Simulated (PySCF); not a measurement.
# PdSe2: relaxation and vibrations of the quintet

Aim: relax PdSe2 as a quintet from a end-on start, check by its vibrations whether the end is a minimum, and collect its spectrum and constants.

Method: PBE0, basis Pd def2-SVP with ECP28, Se def2-SVP, scalar-relativistic core potentials, no spin–orbit coupling, density fitting; program: PySCF 2.14.0.

## (1) Starting geometry

3 atoms, charge 0, spin multiplicity 5.

Bond lengths: Pd1–Se2 2.431 Å, Se2–Se3 2.348 Å. Angles: Pd1–Se2–Se3 119.9°.

```xyz
3
charge 0 multiplicity 5
Pd    0.0000    0.0000    0.0000
Se    0.0000    0.0000    2.4308
Se    2.0358    0.0000    3.6008
```

## (2) Finding the electronic state

The steps below are one call of a driver around PySCF. For each, scf.py gives the equivalent set-up of the SCF; relaxations use the driver's own optimiser. After this first run the driver tries any further starts and a stability analysis.

Contents of scf.py:

```python
from pyscf import gto, scf, dft
mol = gto.M(atom='''
Pd     0.000000     0.000000     0.000000
Se     0.000000     0.000000     2.430800
Se     2.035800     0.000000     3.600800''',
    basis={'Pd': 'def2-SVP', 'Se': 'def2-SVP'},
    ecp={'Pd': 'def2-SVP'},
    charge=0, spin=4)
mf = dft.UKS(mol, xc='PBE0')
mf.grids.atom_grid = (50, 194)
aux = {'Pd': 'def2-universal-JKFIT', 'Se': 'def2-universal-JKFIT'}
mf = mf.density_fit(auxbasis=aux)
mf.conv_tol = 1e-08
mf.diis_space = 10
mf.max_cycle = 60
mf.init_guess = 'minao'
mf.verbose = 4
mf.kernel()
```

Launch:

```sh
OMP_NUM_THREADS=2 python axn.py task.json out
```

Further steps of the session: Relaxing the quintet from the end-on start; Is it a minimum? Harmonic modes.

Before running it: what results should come out? Wanted: minimum; geometry; wavenumbers; dipole moment; highest occupied, lowest empty level; polar-tensor charge of Pd1; zero-point energy; atomisation energy; ⟨S²⟩.

As calculated:

```
                                          quantity                                          value
                                           minimum                                   quintet, C∞v
                                          geometry  Pd–Se 2.656 Å, Se–Se 2.213 Å; Pd–Se–Se 180.0°
                                wavenumbers (cm⁻¹)                      48 (π), 81 (σ+), 327 (σ+)
                                     dipole moment                                         0.03 D
highest occupied, lowest empty level (either spin)                                -5.17, -4.14 eV
                        polar-tensor charge of Pd1                                        +0.07 e
                                 zero-point energy                                     3.0 kJ/mol
                               entropy at 298.15 K                                341.7 J/(mol K)
         atomisation energy (no zero-point energy)                                     305 kJ/mol
                                              ⟨S²⟩                                          6.009
```

What this shows: The end-on start (Cs) ends in a minimum of C∞v symmetry. In the infrared the band at 327 cm⁻¹ (σ+) leads. The first SCF alone would have been 28 kJ/mol too high. Only this shape and spin were tried, so other structures or states may lie lower. One determinant may miss the lowest occupation of an open d or f shell.
